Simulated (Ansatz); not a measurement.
**Molecular dynamics of WC**

The input (input.yaml):

```yaml
accuracy: low
crystal:
  lattice:
    - [-2.953038, -5.114812, 0.0]
    - [4.429557, -2.557406, 0.0]
    - [0.0, 0.0, 5.773436]
  atoms:
    - { symbol: W, position: [0.77752445, 0.53129569, 0.01728029] }
    - { symbol: C, position: [0.50095272, 0.6943956, 0.25180333] }
    - { symbol: W, position: [0.70400536, 0.52860966, 0.50203505] }
    - { symbol: C, position: [0.50181168, 0.69395462, 0.74839435] }
    - { symbol: W, position: [0.52402372, 0.03001329, 0.05079024] }
    - { symbol: C, position: [0.25685204, 0.20186635, 0.25711011] }
    - { symbol: W, position: [0.49983418, 0.0130419, 0.4811407] }
    - { symbol: C, position: [0.216752, 0.23142579, 0.70892691] }
    - { symbol: W, position: [0.27399328, 0.51778384, -0.00344728] }
    - { symbol: C, position: [-0.02091398, 0.67507053, 0.29410792] }
    - { symbol: W, position: [0.26301602, 0.54692825, 0.49361615] }
    - { symbol: C, position: [-0.02222198, 0.69127933, 0.75690099] }
    - { symbol: W, position: [-0.01504936, 0.0639718, -0.00885321] }
    - { symbol: C, position: [0.74400169, 0.19750002, 0.2735029] }
    - { symbol: W, position: [0.00752355, 0.04248341, 0.48227975] }
    - { symbol: C, position: [0.75503975, 0.22988047, 0.7703489] }
basis:
  ecutwfc: 420.0
kpoints:
  mp_grid: { grid: [3, 3, 3] }
hamiltonian:
  xc: pbesol
  pseudopotentials: { kind: paw, azcp: { folder: soft_1 } }
scf:
  occupations: { method: fermi_dirac, width: 0.24 }
  lower_state_search: "off"
md:
  timestep: 1
  n_steps: 260
  ensemble: nvt_langevin
  temperature: 2240.0
  initial_velocities: maxwell_boltzmann
  seed: 63580
  friction: 0.02
  temperature_schedule:
    - { n_steps: 195, end_temperature: 300.0 }
    - { n_steps: 65, end_temperature: 300.0 }
```

Launched with:

```bash
$ ansatz run input.yaml --threads 2 --pin off --max-ram 5120MiB --backend cpu --events-out ev --progress --plain --runs-dir out
```

It goes on from the last frame of an earlier run, with new velocities.

Output, in part (step lines):

```
md step     0: t =     0.00 fs  T =  2100.0 K (target 2240.0 K)  F+E_penalty+E_count = -84031.22308741 eV  E_kin = 4.343136 eV  (9 SCF iters)
md step     1: t =     1.00 fs  T =  1984.6 K (target 2235.0 K)  F+E_penalty+E_count = -84031.21667521 eV  E_kin = 4.104540 eV  (6 SCF iters)
md step     2: t =     2.00 fs  T =  2160.0 K (target 2225.1 K)  F+E_penalty+E_count = -84031.21844384 eV  E_kin = 4.467199 eV  (6 SCF iters)
md step     3: t =     3.00 fs  T =  1977.3 K (target 2215.1 K)  F+E_penalty+E_count = -84031.21291443 eV  E_kin = 4.089350 eV  (6 SCF iters)
md step     4: t =     4.00 fs  T =  1996.4 K (target 2205.2 K)  F+E_penalty+E_count = -84031.18364898 eV  E_kin = 4.128810 eV  (6 SCF iters)
md step     5: t =     5.00 fs  T =  2120.1 K (target 2195.2 K)  F+E_penalty+E_count = -84031.11374370 eV  E_kin = 4.384696 eV  (5 SCF iters)
md step     6: t =     6.00 fs  T =  2104.4 K (target 2185.3 K)  F+E_penalty+E_count = -84031.00225515 eV  E_kin = 4.352239 eV  (5 SCF iters)
md step     7: t =     7.00 fs  T =  2145.7 K (target 2175.3 K)  F+E_penalty+E_count = -84030.85112196 eV  E_kin = 4.437628 eV  (5 SCF iters)
[... lines left out ...]
md step   259: t =   259.00 fs  T =   487.4 K (target 300.0 K)  F+E_penalty+E_count = -84036.60085840 eV  E_kin = 1.008006 eV  (5 SCF iters)
md step   260: t =   260.00 fs  T =   469.0 K (target 300.0 K)  F+E_penalty+E_count = -84036.59781065 eV  E_kin = 0.969907 eV  (6 SCF iters)
```

The steps, from the saved trajectory:

| time (fs) | T (K) | potential energy less start (eV) |
| --- | --- | --- |
| 0 | 2100 | 0.000 |
| 8 | 1914 | 0.529 |
| 16 | 1391 | 1.086 |
| 24 | 2494 | -0.990 |
| 32 | 2987 | -2.965 |
| 40 | 2592 | -2.404 |
| 48 | 2274 | -1.459 |
| 56 | 2445 | -2.025 |
| 64 | 2341 | -1.657 |
| 72 | 3006 | -2.147 |
| 80 | 2753 | -2.196 |
| 88 | 1723 | -1.745 |
| 96 | 2314 | -2.609 |
| 104 | 1882 | -3.049 |
| 112 | 1595 | -2.508 |
| 120 | 1538 | -2.549 |
| 128 | 1877 | -3.850 |
| 136 | 1563 | -3.829 |
| 144 | 1246 | -3.756 |
| 152 | 1395 | -4.276 |
| 160 | 1140 | -4.365 |
| 168 | 985 | -4.195 |
| 176 | 818 | -4.201 |
| 184 | 764 | -4.253 |
| 192 | 699 | -4.347 |
| 200 | 721 | -4.551 |
| 208 | 676 | -4.656 |
| 216 | 664 | -4.946 |
| 224 | 699 | -5.280 |
| 232 | 611 | -5.376 |
| 240 | 601 | -5.356 |
| 248 | 460 | -5.247 |
| 256 | 517 | -5.362 |

The run went to its last step. The schedule's set-point averaged 463 K over the second half and the system 867 K, so it lags behind the ramp. A run of 0.26 ps of so small a system gives no equilibrium averages. Limits of this set-up: coarse k mesh, PAW files made for another functional, low accuracy level.

Mean squared displacements from the first frame to the last, about the centre of mass: W 0.04 Å², C 0.05 Å².

Last frame:

```xyz
16
Lattice="-2.9530 -5.1148 0.0000 4.4296 -2.5574 0.0000 0.0000 0.0000 5.7734" Properties=species:S:1:pos:R:3
W 0.283 -5.405 0.061
C 1.753 -4.571 1.605
W 0.316 -5.339 2.975
C 1.706 -4.582 4.503
W -1.191 -2.813 0.143
C 0.309 -2.117 1.498
W -1.142 -2.849 2.984
C 0.236 -1.981 4.429
W 1.764 -2.832 0.025
C 3.216 -2.046 1.510
W 1.808 -2.831 2.998
C 3.305 -1.999 4.413
W 0.209 -0.332 0.139
C -1.258 -4.585 1.527
W 0.376 -0.281 2.934
C -1.122 -4.582 4.424
```

The run took 27 min on 2 threads of Intel(R) Xeon(R) Platinum 8259CL CPU @ 2.50GHz (Skylake/Cascade Lake) (shared host), peak memory 0.82 GiB.
